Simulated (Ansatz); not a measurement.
**CH₃GaSe: small, medium and large basis sets**

How large a basis does CH₃GaSe need? Two functionals are run in growing sets.

The runs use Ansatz 0.2.0, Gaussian basis; one geometry, several basis sets.

The runs, in order: PBE0-D4/def2-SVP; ωB97M-V/def2-SVP; PBE0-D4/def2-QZVPP; ωB97M-V/def2-QZVPP; the functionals' def2-TZVPP values are taken from earlier runs.

## (1) Structure used throughout

All runs share one geometry, relaxed beforehand with PBE0-D4 in a triple-zeta def2 set.

6 atoms, charge 0, spin multiplicity 1.

Atoms are counted from 1 here; the program's logs count them from 0.

Bond lengths: C1–Ga2 1.932 Å, C1–Se3 2.044 Å, C1–H4 1.085 Å, C1–H5 1.085 Å, Ga2–Se3 2.284 Å, Ga2–H6 1.533 Å. Angles: Ga2–C1–Se3 70.0°, Ga2–C1–H4 120.7°, Ga2–C1–H5 120.7°, Se3–C1–H4 111.7°, Se3–C1–H5 111.7°, H4–C1–H5 113.1°, C1–Ga2–Se3 57.3°, C1–Ga2–H6 158.5°, Se3–Ga2–H6 144.2°, C1–Se3–Ga2 52.7°.

## (2) PBE0-D4 in def2-SVP

in.yaml

```yaml
crystal:
  periodic: [false, false, false]
  atoms:
    - {symbol: C, position_ang: [-0.101649, -0.241007, -0.785148]}
    - {symbol: Ga, position_ang: [0.115590, 0.649561, 0.915910]}
    - {symbol: Se, position_ang: [0.106250, -1.624626, 0.705477]}
    - {symbol: H, position_ang: [-1.076405, -0.302177, -1.257298]}
    - {symbol: H, position_ang: [0.718143, -0.287634, -1.494081]}
    - {symbol: H, position_ang: [0.238062, 1.805883, 1.915141]}
basis:
  gaussian: {orbitals: def2-SVP}
hamiltonian: {xc: pbe0, dispersion: d4}
output: {orbitals: {seedname: orbitals}}
```

Command:

```bash
$ ansatz run in.yaml --threads 2 --pin off --events-out ev --progress --plain --max-ram 4352MiB
```

After this run come: ωB97M-V in def2-SVP; PBE0-D4 in def2-QZVPP; ωB97M-V in def2-QZVPP.

**Question.** What will the summary of the whole plan be? Wanted: PBE0-D4: double and triple zeta above quadruple; ωB97M-V: double and triple zeta above quadruple.

As calculated:

```
                                       quantity           value
PBE0-D4: double and triple zeta above quadruple  18.58, 2.61 eV
ωB97M-V: double and triple zeta above quadruple  18.50, 2.53 eV
```

PBE0-D4 gains 15.97 eV from double to triple zeta, then 2.61 eV more. These are total energies; as a rule much of such shifts cancels in differences, which this series doesn't test.
